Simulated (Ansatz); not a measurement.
# CH₃HfNO₄: how energies converge with the basis set

One table from this session's results is given with a row withheld; the runs are named, their logs left out.

Program: Ansatz 0.2.0, Gaussian basis. Level of theory: one geometry, several basis sets. These are calculated values, not measurements.

The runs, in order: PBE0-D4/def2-SVP; ωB97M-V/def2-SVP; PBE0-D4/def2-QZVPP; ωB97M-V/def2-QZVPP; the functionals' def2-TZVPP values are taken from earlier runs.

## The relaxed structure

All runs share one geometry, relaxed beforehand with PBE0-D4 in a triple-zeta def2 set. Hf takes the def2 core potential; no spin-orbit term is included.

SMILES `O=C=[N][Hf]([OH])([OH])[OH]`, 10 atoms, charge 0, spin multiplicity 1.

Atoms are counted from 1 here; the program's logs count them from 0.

Bond lengths: O1–C2 1.169 Å, C2–N3 1.198 Å, N3–Hf4 2.062 Å, Hf4–O5 1.920 Å, Hf4–O6 1.920 Å, Hf4–O7 1.920 Å, O5–H8 0.951 Å, O6–H9 0.951 Å, O7–H10 0.951 Å. Angles: O1–C2–N3 180.0°, C2–N3–Hf4 180.0°, N3–Hf4–O5 108.6°, N3–Hf4–O6 108.7°, N3–Hf4–O7 108.6°, O5–Hf4–O6 110.3°, O5–Hf4–O7 110.3°, O6–Hf4–O7 110.3°, Hf4–O5–H8 160.6°, Hf4–O6–H9 160.6°, Hf4–O7–H10 160.6°.

The first run:

in.yaml reads:

```yaml
crystal:
  periodic: [false, false, false]
  atoms:
    - {symbol: O, position_ang: [2.221131, -2.609849, 1.958519]}
    - {symbol: C, position_ang: [1.563569, -1.836929, 1.379105]}
    - {symbol: N, position_ang: [0.889677, -1.044802, 0.785300]}
    - {symbol: Hf, position_ang: [-0.270736, 0.318218, -0.238609]}
    - {symbol: O, position_ang: [-1.574820, -0.639492, -1.271791]}
    - {symbol: O, position_ang: [-1.140042, 1.462948, 1.033881]}
    - {symbol: O, position_ang: [0.866339, 1.348303, -1.392417]}
    - {symbol: H, position_ang: [-2.415929, -0.956572, -1.583120]}
    - {symbol: H, position_ang: [-1.387371, 2.246417, 1.513399]}
    - {symbol: H, position_ang: [1.248182, 1.711758, -2.184266]}
basis:
  gaussian: {orbitals: def2-SVP}
hamiltonian: {xc: pbe0, dispersion: d4}
output: {orbitals: {seedname: orbitals}}
```

On the command line:

```console
$ ansatz run in.yaml --threads 2 --pin off --events-out ev --progress --plain --max-ram 22528MiB --backend cpu
```

Steps of the session up to this table: PBE0-D4 in def2-SVP; ωB97M-V in def2-SVP; PBE0-D4 in def2-QZVPP; ωB97M-V in def2-QZVPP.

One of the session's tables, all rows but one given; the rest of the session is left out.

It belongs to the step «Density functionals: the series». 

| functional | basis | HOMO (eV) |
| --- | --- | --- |
| PBE0-D4 | def2-SVP | -8.02 |
| PBE0-D4 | def2-TZVPP | -8.19 |
| PBE0-D4 | def2-QZVPP | -8.24 |
| ωB97M-V | def2-SVP | -10.23 |
| ωB97M-V | def2-TZVPP | ? |
| ωB97M-V | def2-QZVPP | -10.49 |

Estimate the missing values for ωB97M-V, def2-TZVPP.

**Answer.** HOMO (eV): -10.44. In the column «HOMO (eV)» it lies between ωB97M-V, def2-QZVPP (-10.49) and ωB97M-V, def2-SVP (-10.23).
